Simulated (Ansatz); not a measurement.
# MnZn3: properties at the relaxed cell

An exercise on one series of results from a longer session: the logs are not shown, and one member is left open.

Computed with Ansatz 0.2.0 (DFT PBEsol, scalar-relativistic, plane waves, PAW, unless a step's input says otherwise).

## The system as given

The structure is cubic, space group Pm-3m (No. 221). The conventional cell has a = 3.726 Å, b = 3.726 Å, c = 3.726 Å, α = 90.00°, β = 90.00°, γ = 90.00°. Around Mn (site symmetry m-3m) lie 12 Zn at 2.63 Å. Zn (site symmetry 4/mmm) is surrounded by 4 Mn at 2.63 Å and 8 Zn at 2.63 Å.

Coordinates:

```cif
data_structure
_symmetry_space_group_name_H-M 'Pm-3m'
_symmetry_Int_Tables_number 221
_cell_length_a 3.7255
_cell_length_b 3.7255
_cell_length_c 3.7255
_cell_angle_alpha 90.000
_cell_angle_beta 90.000
_cell_angle_gamma 90.000
_cell_volume 51.71
loop_
_atom_site_label
_atom_site_type_symbol
_atom_site_symmetry_multiplicity
_atom_site_Wyckoff_symbol
_atom_site_fract_x
_atom_site_fract_y
_atom_site_fract_z
_atom_site_occupancy
Mn1 Mn 1 a 0.00000 0.00000 0.00000 1
Zn1 Zn 3 c 0.00000 0.50000 0.50000 1
```

It is the result of an earlier relaxation at this level (volume 12.93 Å³/atom; gap on the mesh: none (metal), site moments up to 2.5 μB).

Set-up of the first run:

Contents of input.yaml:

```yaml
crystal:
  lattice:
    - [3.6878895713, 0.0, 0.0]
    - [0.0, 3.6878895713, 0.0]
    - [0.0, 0.0, 3.6878895713]
  atoms:
    - { symbol: Mn, position: [0.0, 0.0, 0.0], spin: 2.74 }
    - { symbol: Zn, position: [0.0, 0.5, 0.5] }
    - { symbol: Zn, position: [0.5, 0.0, 0.5] }
    - { symbol: Zn, position: [0.5, 0.5, 0.0] }
basis:
  ecutwfc: 420
kpoints:
  mp_grid: { grid: [12, 12, 12] }
hamiltonian:
  xc: pbesol
scf:
  occupations: { method: gaussian, width: 0.1 }
output:
  forces: true
  stress: true
  eigenvalues: true
  populations: true
magnetization:
  spin_polarized: true
```

On the command line:

```sh
ansatz run input.yaml --threads 1 --pin off --max-ram 2560MiB --backend cpu --events-out ev --progress --plain --runs-dir out
```

Steps of the session up to this table: Point at V/V0 = 0.97; Point at V/V0 = 1.03; Volume × 0.94; Point at V/V0 = 1.06; The cell scaled to 0.91 of its volume; Volume × 1.10; Point at V/V0 = 0.88.

One of the session's tables, all rows but one given; the rest of the session is left out.

It belongs to the step «Fit of the equation of state». 

| volume (Å³/atom) | energy above the lowest point (meV/atom) | pressure (GPa) | largest moment (μB) |
| --- | --- | --- | --- |
| 11.376 | 80.9 | 19.44 | 1.72 |
| 11.764 | 42.3 | 12.87 | 1.88 |
| 12.151 | 17.7 | 7.78 | 2.11 |
| 12.539 | 4.0 | 3.53 | 2.31 |
| 12.927 | 0.0 | -0.02 | 2.49 |
| 13.315 | 3.8 | -2.87 | 2.67 |
| 13.703 | ? | ? | ? |
| 14.220 | 35.0 | -7.77 | 3.03 |

**Question.** Estimate the row for volume (Å³/atom) = 13.703.

Worked estimate for «energy above the lowest point (meV/atom)». A straight line through the neighbours (13.315, 3.8) and (14.220, 35.0) gives 3.8 + (35.0 − 3.8) × (13.703 − 13.315) / (14.220 − 13.315) = 17.2; a parabola fitted to 3 rows on both sides gives 13.3.

As computed: energy above the lowest point (meV/atom): 13.8; pressure (GPa): -5.19; largest moment (μB): 2.84. In «energy above the lowest point (meV/atom)» the line misses by +3.4 and the parabola by -0.5.
